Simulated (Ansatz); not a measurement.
Predict the output of the script below (the Ansatz DFT code, driven from Python).

`tipd.py`
```python
"""Is TiPd bound against its elements, after relaxing atoms and volume at fixed cell shape."""

from collections import Counter
import warnings

import ansatz as az
import numpy as np

PHASES = {
    "TiPd": (
        [[3.18, 0.0, 0.0], [0.0, 3.18, 0.0], [0.0, 0.0, 3.18]],
        [
            ("Ti", [0.5, 0.5, 0.5]),
            ("Pd", [0.0, 0.0, 0.0]),
        ],
    ),
    "Ti": (
        [[2.95, 0.0, 0.0], [-1.475, 2.55477, 0.0], [0.0, 0.0, 4.68]],
        [
            ("Ti", [1 / 3, 2 / 3, 0.25]),
            ("Ti", [2 / 3, 1 / 3, 0.75]),
        ],
    ),
    "Pd": (
        [[0.0, 1.9465, 1.9465], [1.9465, 0.0, 1.9465], [1.9465, 1.9465, 0.0]],
        [
            ("Pd", [0.0, 0.0, 0.0]),
        ],
    ),
}


def build(vectors, sites):
    crystal = az.Crystal(lattice=az.Lattice.of(vectors))
    for symbol, position in sites:
        crystal = crystal.atom(symbol, position)
    return crystal


def compute(name, crystal):
    calc = (
        crystal.calculation()
        .functional(az.Functional.R2SCAN)
        .basis(48 * az.Ry)
        .kpoints(spacing=0.33)
        .occupations("gaussian", width=0.1)
        .stress()
    )
    calc = calc.relax(force_tolerance=0.03, fix_cell=["shape"])
    return calc.run(threads=1)


def counts(outcome):
    return Counter(site.symbol for site in outcome.lattice.sites)

def formation_energy(outcome, mu):
    n = counts(outcome)
    return (outcome.report["energy_sigma0_ev"] - sum(k * mu[element] for element, k in n.items())) / sum(n.values())


def volume_per_atom(outcome):
    return abs(np.linalg.det(outcome.lattice.cell_ang)) / len(outcome.lattice.sites)

warnings.simplefilter("ignore")

phases = {name: build(*cell) for name, cell in PHASES.items()}

done = {name: compute(name, crystal) for name, crystal in phases.items()}

# chemical potentials of the elements at zero temperature
references = {"Ti": "Ti", "Pd": "Pd"}
mu = {element: done[name].report["energy_sigma0_ev"] / len(done[name].lattice.sites) for element, name in references.items()}

target = done["TiPd"]
heat = formation_energy(target, mu)
rows = [(name, len(o.lattice.sites), volume_per_atom(o), formation_energy(o, mu)) for name, o in done.items()]
print("     phase       atoms  V (A^3/atom)  E_form (eV/atom)")
for row in rows:
    print(f"{str(row[0]):>10}  {row[1]:10d}  {row[2]:12.3f}  {row[3]:16.4f}")
```

```console
$ python tipd.py
     phase       atoms  V (A^3/atom)  E_form (eV/atom)
      TiPd           2        15.666           -0.4620
        Ti           2        17.316            0.0000
        Pd           1        14.882            0.0000
```

Caveats:
- Spin is left out of this run.
- Atoms and volume are relaxed with the cell's shape held, which in cells of lower than cubic symmetry can hide stresses and shift volumes.
- This is a high-temperature or high-pressure form, not the ambient phase.
- The cells come from databases of deposited and of computed structures, and not all need be stable phases.
- The compound is the structure given, not necessarily its lowest; energies are at zero temperature, with no correction for gases. A semilocal functional's error on such energies is often 0.05 to 0.1 eV an atom, and 0.1 to 0.3 eV against gases such as O2 or F2.
- Finished in 35 s on 1 thread of AMD EPYC 7R43 64-Core Processor (Zen 3) (shared host), peak memory 0.54 GiB.
